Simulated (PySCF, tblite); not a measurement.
# C5H4ClF: magnetic properties

Wanted: magnetic properties for C5H4ClF (`C#C/C(=C\F)CCl`).

Programs: tblite 0.8.0 and PySCF 2.14.0, with routines of our own; each step states its level. All values are computed. Atoms count from 0.

## 1. The starting structure

11 atoms, charge 0, multiplicity 1; geometry from: force field or distance geometry start.

## 2. Optimising the geometry with GFN2-xTB, one coordinate held

Job settings and geometry (Å):

```
{"job": {"kind": "relax", "xc": "GFN2-xTB", "basis": "xTB"}, "charge": 0, "multiplicity": 1}
C      2.324000    -0.773200    -0.385600
C      1.211700    -0.314800    -0.219900
C     -0.083600     0.207200     0.002400
C     -0.248500     1.535300     0.172500
F      0.787100     2.386700     0.202400
C     -1.281400    -0.712800    -0.044100
Cl    -2.379600    -0.377300     1.309000
H      3.299800    -1.160300    -0.529200
H     -1.174400     2.049200     0.339200
H     -0.966600    -1.760500     0.026100
H     -1.854600    -0.597400    -0.967600
```

Started as:

```bash
> OMP_NUM_THREADS=1 python excited_run.py task.json out
```

One launch serves the whole session: the jobs run in the order shown.

Standard output:

```text
step      E/eV     max force
  0    -596.55372    1.367
  1    -596.53898    3.112
  2    -596.57817    0.582
  3    -596.58205    0.491
  4    -596.58614    0.174
  5    -596.58939    0.136
  6    -596.59105    0.134
  7    -596.59222    0.097
  8    -596.59271    0.065
  9    -596.59303    0.059
 10    -596.59332    0.058
 11    -596.59356    0.054
 12    -596.59373    0.039
 13    -596.59389    0.052
 14    -596.59414    0.068
 15    -596.59451    0.074
 16    -596.59491    0.075
 17    -596.59519    0.054
 18    -596.59536    0.048
 19    -596.59552    0.056
 20    -596.59568    0.058
 21    -596.59581    0.058
 22    -596.59592    0.055
 23    -596.59602    0.053
 24    -596.59614    0.047
 25    -596.59623    0.041
 26    -596.59629    0.036
 27    -596.59633    0.032
 28    -596.59637    0.033
 29    -596.59643    0.034
 30    -596.59648    0.029
 31    -596.59653    0.027
 32    -596.59656    0.024
 33    -596.59657    0.021
```

Wall time 0.39 s (1 thread of Arm Neoverse N1, shared host); peak memory 0.18 GiB.

One coordinate is held by a constraint (a dihedral, as typed in the start), so the force along it need not vanish.

Step by step: (not every step is listed) (the energy doesn't fall at every step)

| step | energy from step 0 (eV) | largest force (eV/Å) |
| --- | --- | --- |
| 0 | 0.0000 | 1.3666 |
| 1 | 0.0147 | 3.1122 |
| 2 | -0.0245 | 0.5817 |
| 3 | -0.0283 | 0.4913 |
| 4 | -0.0324 | 0.1744 |
| 5 | -0.0357 | 0.1358 |
| 6 | -0.0373 | 0.1343 |
| 7 | -0.0385 | 0.0972 |
| 8 | -0.0390 | 0.0655 |
| 10 | -0.0396 | 0.0578 |
| 12 | -0.0400 | 0.0392 |
| 14 | -0.0404 | 0.0679 |
| 16 | -0.0412 | 0.0753 |
| 18 | -0.0416 | 0.0483 |
| 20 | -0.0420 | 0.0579 |
| 22 | -0.0422 | 0.0551 |
| 24 | -0.0424 | 0.0467 |
| 26 | -0.0426 | 0.0360 |
| 28 | -0.0426 | 0.0328 |
| 29 | -0.0427 | 0.0336 |
| 30 | -0.0428 | 0.0289 |
| 31 | -0.0428 | 0.0268 |
| 32 | -0.0428 | 0.0235 |
| 33 | -0.0429 | 0.0212 |

Close pairs (by a distance rule), those that changed most:

| bond | before (Å) | after (Å) | change (Å) |
| --- | --- | --- | --- |
| C2–C3 | 1.349 | 1.334 | -0.016 |
| C5–Cl6 | 1.775 | 1.790 | +0.015 |
| C0–C1 | 1.214 | 1.200 | -0.014 |
| C0–H7 | 1.060 | 1.049 | -0.011 |
| C2–C5 | 1.511 | 1.502 | -0.009 |
| C3–H8 | 1.072 | 1.080 | +0.008 |
| C5–H9 | 1.096 | 1.090 | -0.006 |
| C3–F4 | 1.341 | 1.337 | -0.004 |

The final coordinates are the input of the step that follows.

## 3. Magnetic properties: GIAO KT3/pcSseg-1

Job settings and geometry (Å):

```
{"job": {"kind": "mag", "xc": "KT3", "basis": "pcSseg-1", "isotopologues": 0}, "charge": 0, "multiplicity": 1}
C      2.285993    -0.800022    -0.387073
C      1.199848    -0.315391    -0.224849
C     -0.081337     0.249476    -0.022231
C     -0.250777     1.556067     0.183746
F      0.770971     2.417587     0.199727
C     -1.241165    -0.704919    -0.050629
Cl    -2.383313    -0.401690     1.294027
H      3.238001    -1.217071    -0.527865
H     -1.201865     2.035536     0.361013
H     -0.889825    -1.731701     0.052432
H     -1.813842    -0.604144    -0.974480
```

Level: GIAO KT3/pcSseg-1 magnetisability, rotational g tensor and spin-rotation constants, non-relativistic, gas phase.

Standard output:

```text
coarse grid: 10624 points
cycle   1  E = -760.1226168288  dE =  8.881e-01  |g| = 6.766e-01  |ddm| = 3.390e+00
cycle   2  E = -759.9529212074  dE =  1.697e-01  |g| = 1.142e+00  |ddm| = 2.129e+00
cycle   3  E = -760.1923648171  dE = -2.394e-01  |g| = 2.666e-01  |ddm| = 1.563e+00
cycle   4  E = -760.2079903274  dE = -1.563e-02  |g| = 1.349e-01  |ddm| = 3.396e-01
cycle   5  E = -760.2125020795  dE = -4.512e-03  |g| = 3.682e-02  |ddm| = 1.292e-01
cycle   6  E = -760.2127885533  dE = -2.865e-04  |g| = 1.245e-02  |ddm| = 3.972e-02
cycle   7  E = -760.2128177445  dE = -2.919e-05  |g| = 5.728e-03  |ddm| = 1.846e-02
cycle   8  E = -760.2128275033  dE = -9.759e-06  |g| = 6.420e-04  |ddm| = 7.571e-03
final grid: 100880 points
cycle   9  E = -760.2589721253  dE = -1.593e-04  |g| = 3.052e-02  |ddm| = 1.295e-01
cycle  10  E = -760.2585859398  dE =  3.862e-04  |g| = 5.441e-02  |ddm| = 8.403e-02
cycle  11  E = -760.2590803321  dE = -4.944e-04  |g| = 9.980e-03  |ddm| = 6.753e-02
cycle  12  E = -760.2590996870  dE = -1.935e-05  |g| = 4.478e-03  |ddm| = 1.326e-02
cycle  13  E = -760.2591043145  dE = -4.627e-06  |g| = 1.069e-03  |ddm| = 3.781e-03
cycle  14  E = -760.2591045696  dE = -2.551e-07  |g| = 4.140e-04  |ddm| = 1.203e-03
cycle  15  E = -760.2591046207  dE = -5.105e-08  |g| = 6.075e-05  |ddm| = 4.658e-04
cycle  16  E = -760.2591046217  dE = -1.044e-09  |g| = 1.833e-05  |ddm| = 1.014e-04
cycle  17  E = -760.2591046218  dE = -8.663e-11  |g| = 4.318e-06  |ddm| = 2.429e-05
converged SCF energy = -760.2591046218

Magnetisability tensor (1e-30 J/T^2)
    -1078.95      -14.70       48.26
      -14.70    -1030.89       -7.84
       48.26       -7.84    -1147.79
isotropic -1085.88   principal values   -1172.65  -1062.79  -1022.20
isotropic susceptibility -65.393 1e-6 cm^3/mol

Inertial axes            a          b          c
rot. const./GHz      3.1676     1.3617     0.9986
chi total           -67.152    -62.363    -66.664
chi diamagnetic    -445.181   -886.961  -1184.059
chi paramagnetic    378.029    824.598   1117.395
quadrupole/D A       -4.001      5.142     -1.140
g nuclear            0.5454     0.5136     0.5178
g electronic        -0.5625    -0.5275    -0.5242
g total             -0.0171    -0.0139    -0.0064

Spin-rotation constants (kHz, H = +C I.J)
atom  isotope        aa         bb         cc
  4    19F        4.904      2.499      0.335
  6   35Cl        0.347      0.361      0.257
  7     1H       -0.070     -0.071     -0.107
  8     1H        0.026     -0.002     -0.100
  9     1H       -0.335      0.062     -0.097
 10     1H       -0.309     -0.129      0.045
  0    13C*       0.638      0.327      0.303
  1    13C*       0.464      0.295      0.328
  2    13C*       1.194      0.372      0.170
  3    13C*       1.555      0.464      0.269
  5    13C*       0.558      0.266      0.199
* in the singly substituted isotopologue
```

It took 35 s on 1 thread of Arm Neoverse N1, shared host; peak memory 0.54 GiB.

In short:

```
              quantity                      value
       magnetisability           -1086·10⁻³⁰ J/T²
  molar susceptibility         -65.4·10⁻⁶ cm³/mol
rotational g (a, b, c)  -0.0171, -0.0139, -0.0064
```

## 4. Outcome

```
                                          quantity                      value
       magnetisability (step 3, GIAO KT3/pcSseg-1)           -1086·10⁻³⁰ J/T²
  molar susceptibility (step 3, GIAO KT3/pcSseg-1)         -65.4·10⁻⁶ cm³/mol
rotational g (a, b, c) (step 3, GIAO KT3/pcSseg-1)  -0.0171, -0.0139, -0.0064
```

**Reading.** The values above hold for this geometry and these levels alone. Vibrational averaging and real surroundings are missing from these values.
